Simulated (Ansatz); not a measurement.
**CH2GaNO: one species, many methods**

Aim: compute CH2GaNO with functionals from several rungs and with coupled cluster. The yardstick is the atomisation energy at the CCSD(T) limit.

Program: Ansatz 0.2.0, Gaussian basis. Level of theory: functionals in def2-TZVPP, the program's frozen cores in correlated methods. These are calculated values, not measurements.

Plan: LDA (SPW92), PBE-D4, revPBE-D4, BLYP-D4, r2SCAN-D4, B97M-V, PBE0-D4, B3LYP-D4, r2SCANh-D4, r2SCAN0-D4, HSE06-D4, BHLYP-D4, CAM-B3LYP-D4, LC-ωPBE, ωB97X-V, ωB97M-V, B2PLYP, PBE-QIDH; CCSD(T)/def2-SVP; CCSD(T)/def2-TZVPP; MP2/def2-QZVPP; extrapolation to the limit; RPA on PBE.

**1. The relaxed structure**

All runs share one geometry, relaxed beforehand with PBE0-D4 in a triple-zeta def2 set.

6 atoms, charge 0, spin multiplicity 1.

Atoms are counted from 1 here; the program's logs count them from 0.

Bond lengths: N1–C2 1.158 Å, C2–O3 1.271 Å, O3–Ga4 1.846 Å, Ga4–H5 1.548 Å, Ga4–H6 1.545 Å. Angles: N1–C2–O3 178.8°, C2–O3–Ga4 123.7°, O3–Ga4–H5 113.3°, O3–Ga4–H6 108.8°, H5–Ga4–H6 137.9°.

**2. LDA**

This LDA is Slater exchange with PW92 correlation.

in.yaml reads:

```yaml
crystal:
  periodic: [false, false, false]
  atoms:
    - {symbol: N, position_ang: [1.613525, -2.038059, 0.199124]}
    - {symbol: C, position_ang: [0.882534, -1.194340, 0.505838]}
    - {symbol: O, position_ang: [0.082266, -0.275895, 0.867796]}
    - {symbol: Ga, position_ang: [-0.696644, 0.922925, -0.300423]}
    - {symbol: H, position_ang: [-0.278998, 0.701107, -1.773949]}
    - {symbol: H, position_ang: [-1.602703, 1.884272, 0.501614]}
basis:
  gaussian: {orbitals: def2-TZVPP}
hamiltonian: {xc: lda}
output: {orbitals: {seedname: orbitals}}
```

On the command line:

```bash
> ansatz run in.yaml --threads 2 --pin off --events-out ev --progress --plain --max-ram 4352MiB
```

Further steps of the session: PBE-D4 (GGA); revPBE-D4 (GGA); BLYP-D4 (GGA); r2SCAN-D4 (meta-GGA); B97M-V (meta-GGA); PBE0-D4 (hybrid); B3LYP-D4 (hybrid); r2SCANh-D4 (hybrid); r2SCAN0-D4 (hybrid); HSE06-D4 (hybrid); BHLYP-D4 (hybrid); CAM-B3LYP-D4 (range-separated); LC-ωPBE (range-separated); ωB97X-V (range-separated); ωB97M-V (range-separated); B2PLYP (double hybrid); PBE-QIDH (double hybrid); CCSD(T) in def2-SVP; CCSD(T) in def2-TZVPP; MP2 in def2-QZVPP; RPA on PBE orbitals.

Before running them: what should the planned runs give, taken together? Wanted: atomisation energy, CCSD(T)/CBS; farthest beyond LDA; mean size of error, GGA; mean size of error, meta-GGA; mean size of error, hybrid; mean size of error, range-separated; mean size of error, double hybrid; gap, smallest and largest; T1 diagnostic.

The runs gave:

```
                               quantity                                                                                                                 value
        atomisation energy, CCSD(T)/CBS                                                                                                         2172.5 kJ/mol
 functionals within 21.7 kJ/mol (1.0 %)  revPBE-D4, r2SCAN-D4, B97M-V, PBE0-D4, B3LYP-D4, HSE06-D4, CAM-B3LYP-D4, LC-ωPBE, ωB97X-V, ωB97M-V, B2PLYP, PBE-QIDH
                    farthest beyond LDA                                                                                              BHLYP-D4 (-126.0 kJ/mol)
                mean size of error, GGA                                                                                                           46.2 kJ/mol
           mean size of error, meta-GGA                                                                                                           11.5 kJ/mol
             mean size of error, hybrid                                                                                                           38.0 kJ/mol
    mean size of error, range-separated                                                                                                           10.6 kJ/mol
      mean size of error, double hybrid                                                                                                           15.4 kJ/mol
              gap, smallest and largest                                                                                 3.59 eV (BLYP-D4), 10.76 eV (LC-ωPBE)
                          T1 diagnostic                                                                                                                0.0154
triples share of the correlation energy                                                                                                                 4.4 %
```

In words: The LDA atomisation energy is off by 410.4 kJ/mol (19 %): it overbinds. PBE-D4 is off by +92.4 kJ/mol. Double hybrids carry the basis error of their MP2 part in triple zeta, and no dispersion term here, so their miss is partly the set-up's. The rungs range-separated, meta-GGA, double hybrid miss on average by less than the doubt on the reference (21.7 kJ/mol), so they tie. The reference freezes the cores and leaves out relativity and excitations past (T), and its outer-core shells are covered unevenly, so misses under about 21.7 kJ/mol can't be ranked. Hartree-Fock recovers 63 % of the binding; the rest is correlation. CCSD(T) in def2-SVP is off by -133.7 kJ/mol, more than most functionals: a good method in a small basis is no reference. Orbital gaps span 3.6 to 10.8 eV; exact exchange widens them. Correlated methods include outer-core shells of Ga, which these sets cover unevenly.
